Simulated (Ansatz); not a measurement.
# CH6O2Si (SMILES C[SiH](O)O) at PBE0/cc-pVDZ

What is the electronic atomisation energy of CH6O2Si at PBE0/cc-pVDZ? 

The calculation is run with Ansatz 0.2.0.

59 further runs of the same task are left out: 59 set aside as unsound or not needed.

**1. The structure to begin with**

CH6O2Si has 10 atoms, charge 0, and is taken as a singlet. SMILES: `C[SiH](O)O`. The shape is that of a PBE0-D4/def2-TZVP optimisation. This is one conformer, not always the lowest.

Bond lengths: C1–Si2 1.852 Å, Si2–O3 1.647 Å, Si2–O4 1.646 Å, C1–H5 1.093 Å, C1–H6 1.093 Å, C1–H7 1.092 Å, Si2–H8 1.484 Å, O3–H9 0.958 Å, O4–H10 0.958 Å. Some angles: C1–Si2–O3 105.2°, C1–Si2–O4 112.8°, O3–Si2–O4 112.2°, C1–Si2–H8 113.0°, O3–Si2–H8 110.8°, O4–Si2–H8 103.1°, Si2–C1–H5 111.0°, Si2–C1–H6 110.6°, Si2–C1–H7 110.8°, Si2–O3–H9 117.2°.

**2. The energy at PBE0/cc-pVDZ**

File input.yaml:

```yaml
crystal:
  periodic: [false, false, false]
  atoms:
    - symbol: C
      position_ang: [-1.293000, 0.347800, -0.146400]
    - symbol: Si
      position_ang: [0.517500, 0.180000, 0.206800]
    - symbol: O
      position_ang: [0.650400, -1.156000, 1.160800]
    - symbol: O
      position_ang: [1.425000, 0.058500, -1.161600]
    - symbol: H
      position_ang: [-1.681100, -0.549800, -0.635600]
    - symbol: H
      position_ang: [-1.853400, 0.489100, 0.780800]
    - symbol: H
      position_ang: [-1.484400, 1.203800, -0.797400]
    - symbol: H
      position_ang: [1.088600, 1.369900, 0.884700]
    - symbol: H
      position_ang: [1.521500, -1.366900, 1.499800]
    - symbol: H
      position_ang: [1.192100, -0.627600, -1.788900]
basis:
  gaussian:
    orbitals: cc-pVDZ
hamiltonian:
  xc: {name: PBE0}
accuracy: high
output: {orbitals: {seedname: orbitals}}
```

Launch:

```
ansatz run input.yaml --threads 1 --pin off --max-ram 3480MiB --events-out events.jsonl --progress --plain --runs-dir runs
```

Output:

```text
Warning: RAYON_NUM_THREADS=1 ignored (pool sized by the plan → 1); use --threads N
Functional definition: PBE0
  name "PBE0"
  parameter a = 0.25
  parameter kappa = 0.804
  parameter beta = 0.06672455060314922
  exchange = (1 - a)*pbe_x(kappa = kappa, mu = beta*pi^2/3) + a*exact_x
  correlation = pbe_c(beta = beta)
2099 factors; integrals over basis functions are off by at most 3.5e-9 eV
mean field evaluation 1: about -13090.5412 eV, gradient 7.1e1 eV
mean field evaluation 2: about -13084.1963 eV, gradient 9.1e1 eV
mean field evaluation 4: about -13099.8239 eV, gradient 2.5e0 eV
mean field evaluation 8: about -13100.0499 eV, gradient 2.0e-1 eV
mean field evaluation 16: about -13100.0500 eV, gradient 3.4e-5 eV
mean field -13100.04998156 eV, -481.4179572894 hartree, gradient 2.0e-8 eV, S^2 0.000000; 0 other end points of the search recorded, 0 dependent functions left out
reference -13100.04998414 eV, -481.4179573842 hartree; 21, 21 occupied and 69, 69 virtual orbitals, 2099 factors
Total energy: -13100.04998414 eV, -481.4179573842 hartree
```

Wall time 9.6 s (1 thread of Arm Neoverse V2, shared host); peak memory 0.31 GiB.

**3. The C atom, same level**

File in.yaml:

```yaml
crystal:
  periodic: [false, false, false]
  atoms:
    - {symbol: C, position_ang: [0.000000, 0.000000, 0.000000]}
basis:
  gaussian:
    orbitals: cc-pVDZ
magnetization:
  spin_polarized: true
  initial_magnetization: 2
hamiltonian:
  xc: {name: PBE0}
accuracy: high
```

Run the same way, it converges to -37.79901 Eh (log not shown).

**4. The H atom at the same level**

File in.yaml:

```yaml
crystal:
  periodic: [false, false, false]
  atoms:
    - symbol: H
      position_ang: [0.000000, 0.000000, 0.000000]
basis:
  gaussian:
    orbitals: cc-pVDZ
hamiltonian:
  xc: {name: PBE0}
accuracy: high
magnetization:
  spin_polarized: true
  initial_magnetization: 1
```

Launch:

```
ansatz run in.yaml --threads 1 --pin off --max-ram 3480MiB --events-out events.jsonl --progress --plain --runs-dir runs
```

Output:

```text
Warning: RAYON_NUM_THREADS=1 ignored (pool sized by the plan → 1); use --threads N
Functional definition: PBE0
  name "PBE0"
  parameter a = 0.25
  parameter kappa = 0.804
  parameter beta = 0.06672455060314922
  exchange = (1 - a)*pbe_x(kappa = kappa, mu = beta*pi^2/3) + a*exact_x
  correlation = pbe_c(beta = beta)
15 factors; integrals over basis functions are off by at most 4.6e-8 eV
mean field evaluation 1: about -13.6122 eV, gradient 3.3e-1 eV
mean field evaluation 2: about -13.6122 eV, gradient 3.3e-1 eV
mean field evaluation 4: about -13.6136 eV, gradient 4.5e-6 eV
mean field evaluation 8: about -13.6136 eV, gradient 8.9e-11 eV
mean field -13.61357941 eV, -0.5002898156 hartree, gradient 1.3e-10 eV, S^2 0.750000; 0 other end points of the search recorded, 0 dependent functions left out
reference -13.61358076 eV, -0.5002898653 hartree; 1, 0 occupied and 4, 5 virtual orbitals, 15 factors
Total energy: -13.61358076 eV, -0.5002898653 hartree
```

It took 0.1 s on 1 thread of Arm Neoverse V2, shared host.

**5. The O atom**

File job.yaml:

```yaml
crystal:
  periodic: [false, false, false]
  atoms:
    - {symbol: O, position_ang: [0.000000, 0.000000, 0.000000]}
basis:
  gaussian: {orbitals: cc-pVDZ}
magnetization: {spin_polarized: true, initial_magnetization: 2}
accuracy: high
hamiltonian: {xc: pbe0}
```

Run the same way, it converges to -74.99304 Eh (log not shown).

**6. The Si atom**

File molecule.yaml:

```yaml
crystal:
  periodic: [false, false, false]
  atoms:
    - {symbol: Si, position_ang: [0.000000, 0.000000, 0.000000]}
basis:
  gaussian: {orbitals: cc-pVDZ}
magnetization: {spin_polarized: true, initial_magnetization: 2}
hamiltonian: {xc: {name: PBE0}}
accuracy: high
```

Run the same way, it converges to -289.24736 Eh (log not shown).

**7. What came out**

Level: PBE0/cc-pVDZ.

```
                     quantity          value
       molecule: total energy  -481.41796 Eh
        molecule: HOMO energy       -8.29 eV
        molecule: LUMO energy        1.50 eV
      molecule: HOMO–LUMO gap        9.80 eV
         C atom: total energy   -37.79901 Eh
                 C atom: ⟨S²⟩          2.003
         H atom: total energy    -0.50029 Eh
                 H atom: ⟨S²⟩          0.750
         O atom: total energy   -74.99304 Eh
                 O atom: ⟨S²⟩          2.002
        Si atom: total energy  -289.24736 Eh
                Si atom: ⟨S²⟩          2.004
electronic atomisation energy      37.654 eV
```

In words: Taking the molecule apart into free atoms costs 37.65 eV (868 kcal/mol), before zero-point energy and without spin-orbit coupling.
